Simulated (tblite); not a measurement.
# C6H13BGaN: the cost of one run

Programs: tblite 0.8.0 and PySCF 2.14.0, with density-fitted response routines of our own. Each step states its level of theory. These are calculated values for one molecule in the gas phase, unless marked as measured. Atoms count from 0, in the outputs and in this text.

## Step 1: Starting geometry

22 atoms, charge 0, multiplicity 1; geometry from: force field or distance geometry start.

Bonds of the start (Å): C0–C1 1.32, C1–B2 1.55, B2–C3 1.60, B2–C4 1.54, C4–C5 1.30, C5–C6 1.47, C6–Ga7 1.98, Ga7–N8 1.89, Ga7–C1 1.97, C0–H9 1.10, C0–H10 1.09, C3–H11 1.11, C3–H12 1.11, C3–H13 1.12, C4–H14 1.11, C5–H15 1.12, C6–H16 1.10, C6–H17 1.13, Ga7–H18 1.60, N8–H19 1.05, N8–H20 1.04, N8–H21 1.06.

## Step 2: Geometry optimisation with GFN2-xTB

The job: settings as JSON, then the geometry in Å.

```
{"job": {"kind": "relax", "xc": "GFN2-xTB", "basis": "xTB"}, "charge": 0, "multiplicity": 1}
C      0.830500     2.169600    -0.580400
C      0.365000     0.951600    -0.366700
B      1.356100    -0.157300     0.071500
C      2.813300     0.262600     0.573700
C      0.920800    -1.629500    -0.000600
C     -0.202400    -2.140400    -0.399000
C     -1.414900    -1.476300    -0.890500
Ga    -1.531900     0.469800    -0.549700
N     -2.381100     0.754700     1.120100
H      0.173800     2.995900    -0.879300
H      1.887300     2.415900    -0.466600
H      3.487400     0.204200    -0.307500
H      2.795000     1.257500     1.058200
H      3.175600    -0.459900     1.354400
H      1.704700    -2.350900     0.327700
H     -0.266300    -3.255200    -0.347000
H     -1.567800    -1.753000    -1.943900
H     -2.249700    -1.935400    -0.275500
H     -2.213500     1.270800    -1.760200
H     -2.457600     1.783900     1.303200
H     -1.883300     0.308100     1.911000
H     -3.351300     0.332700     1.046300
```

Launch:

```sh
OMP_NUM_THREADS=1 python probes_run.py task.json out
```

This one command runs all jobs of the session in turn.

**Question.** How long does this first job take on 1 thread of Arm Neoverse V2, shared host, and how much memory does it need?

About 1.8 s, with a peak of 0.18 GiB.
